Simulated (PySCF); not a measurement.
**[Ta(SH)4]+: forces at shaken geometries**

Aim: move all atoms of relaxed [Ta(SH)4]+ at random and read energies and forces. It is a constructed species; whether it can be made isn't addressed.

Method: PBE0, Ta def2-SVP with ECP60, S def2-SVP, H def2-SVP; scalar-relativistic core potentials, no spin–orbit coupling; program: PySCF 2.14.0.

3 further runs of the same task are left out: 1 for a known fault of the program, 2 that didn't finish.

## (1) Where the work starts

9 atoms, charge 1, spin multiplicity 1.

Bond lengths: Ta1–S2 2.371 Å, Ta1–S4 2.371 Å, Ta1–S6 2.371 Å, Ta1–S8 2.371 Å, S2–H3 1.354 Å, S4–H5 1.354 Å, S6–H7 1.354 Å, S8–H9 1.354 Å. Angles: S2–Ta1–S4 85.6°, S2–Ta1–S6 147.7°, S2–Ta1–S8 85.6°, S4–Ta1–S6 85.6°, S4–Ta1–S8 147.7°, S6–Ta1–S8 85.6°, Ta1–S2–H3 105.2°, Ta1–S4–H5 105.2°, Ta1–S6–H7 105.2°, Ta1–S8–H9 105.2°.

As a file:

| atom | x (Å) | y (Å) | z (Å) |
| --- | --- | --- | --- |
| Ta1 | 0.00000 | 0.00000 | 0.00182 |
| S2 | 2.23754 | 0.42352 | 0.66075 |
| H3 | 2.62622 | -0.68665 | 1.33147 |
| S4 | -0.42352 | 2.23754 | 0.66075 |
| H5 | 0.68665 | 2.62622 | 1.33147 |
| S6 | -2.23754 | -0.42352 | 0.66075 |
| H7 | -2.62622 | 0.68665 | 1.33147 |
| S8 | 0.42352 | -2.23754 | 0.66075 |
| H9 | -0.68665 | -2.62622 | 1.33147 |

Formal oxidation states: Ta +5. An earlier session relaxed this geometry at PBE0, Ta def2-SVP with ECP60, S def2-SVP, H def2-SVP (singlet, point group C4).

Its energy there is -1650.917941 Eh.

## (2) Atoms moved at random, σ = 0.15 Å

run.py (the lines that set the calculation)

```python
mol = gto.M(atom='''
Ta    -0.04834    -0.10401     0.03755
S      2.15223     0.38577     0.68548
H      2.53444    -0.38341     1.63683
S     -0.31900     2.27709     0.47692
H      0.52197     2.62197     1.23912
S     -2.19350    -0.16393     0.54935
H     -2.61264     0.49131     1.35916
S      0.46201    -2.39285     0.54636
H     -0.49717    -2.73195     1.43993''',
    basis={'Ta': 'def2-SVP', 'S': 'def2-SVP', 'H': 'def2-SVP'},
    ecp={'Ta': 'def2-SVP'},
    charge=1, spin=0)
mf = dft.RKS(mol, xc='PBE0')
mf.grids.atom_grid = (50, 194)
mf = mf.density_fit()  # fitting sets: Ta def2-universal-JKFIT, S def2-universal-JKFIT, H def2-universal-JKFIT
mf.conv_tol = 1e-08; mf.max_cycle = 55
mf.kernel(dm0)  # dm0: the density of the relaxed state
```

The run is started by

```
$ OMP_NUM_THREADS=2 python run.py
```

## (3) Atoms moved at random, σ = 0.06 Å

run.py (the lines that set the calculation)

```python
mol = gto.M(atom='''
Ta    -0.02470    -0.02941    -0.00674
S      2.20548     0.40488     0.73152
H      2.64829    -0.68176     1.31329
S     -0.41493     2.14930     0.71971
H      0.69868     2.71032     1.28544
S     -2.23300    -0.38051     0.59411
H     -2.61175     0.66596     1.39986
S      0.43536    -2.14183     0.60575
H     -0.70343    -2.69694     1.32777''',
    basis={'Ta': 'def2-SVP', 'S': 'def2-SVP', 'H': 'def2-SVP'},
    ecp={'Ta': 'def2-SVP'},
    charge=1, spin=0)
mf = dft.RKS(mol, xc='PBE0')
mf.grids.atom_grid = (50, 194)
mf = mf.density_fit()  # fitting sets: Ta def2-universal-JKFIT, S def2-universal-JKFIT, H def2-universal-JKFIT
mf.conv_tol = 1e-08; mf.max_cycle = 55
mf.kernel(dm0)  # dm0: the density of the relaxed state
```

## (4) Atoms moved at random, σ = 0.1 Å

run.py (the lines that set the calculation)

```python
mol = gto.M(atom='''
Ta    -0.01131     0.07723    -0.02234
S      2.17786     0.55424     0.66932
H      2.64357    -0.73066     1.26130
S     -0.31345     2.09436     0.74005
H      0.85264     2.70155     1.41021
S     -2.27548    -0.40429     0.70378
H     -2.71097     0.64127     1.23622
S      0.41689    -2.27304     0.68286
H     -0.77976    -2.66066     1.28931''',
    basis={'Ta': 'def2-SVP', 'S': 'def2-SVP', 'H': 'def2-SVP'},
    ecp={'Ta': 'def2-SVP'},
    charge=1, spin=0)
mf = dft.RKS(mol, xc='PBE0')
mf.grids.atom_grid = (50, 194)
mf = mf.density_fit()  # fitting sets: Ta def2-universal-JKFIT, S def2-universal-JKFIT, H def2-universal-JKFIT
mf.conv_tol = 1e-08; mf.max_cycle = 55
mf.kernel(dm0)  # dm0: the density of the relaxed state
```

What does the calculation give? Wanted: for each run, σ; energy rise; harmonic estimate −½ F·u; largest force component.

**Answer**, as computed:

| σ (Å) | energy rise (eV) | harmonic estimate −½ F·u (eV) | largest force component (eV/Å) |
| --- | --- | --- | --- |
| 0.15 | 2.196 | 1.938 | 8.10 |
| 0.06 | 0.352 | 0.362 | 2.98 |
| 0.1 | 1.034 | 1.044 | 4.45 |

Every displacement raises the energy. For a harmonic well the rise equals −½ F·u; the two differ by at most 12 % here (a move with σ = 0.15 Å), from anharmonicity, the grid and the small forces left at the relaxed point. These are double-zeta-type bases without diffuse functions. Spin–orbit coupling is left out.
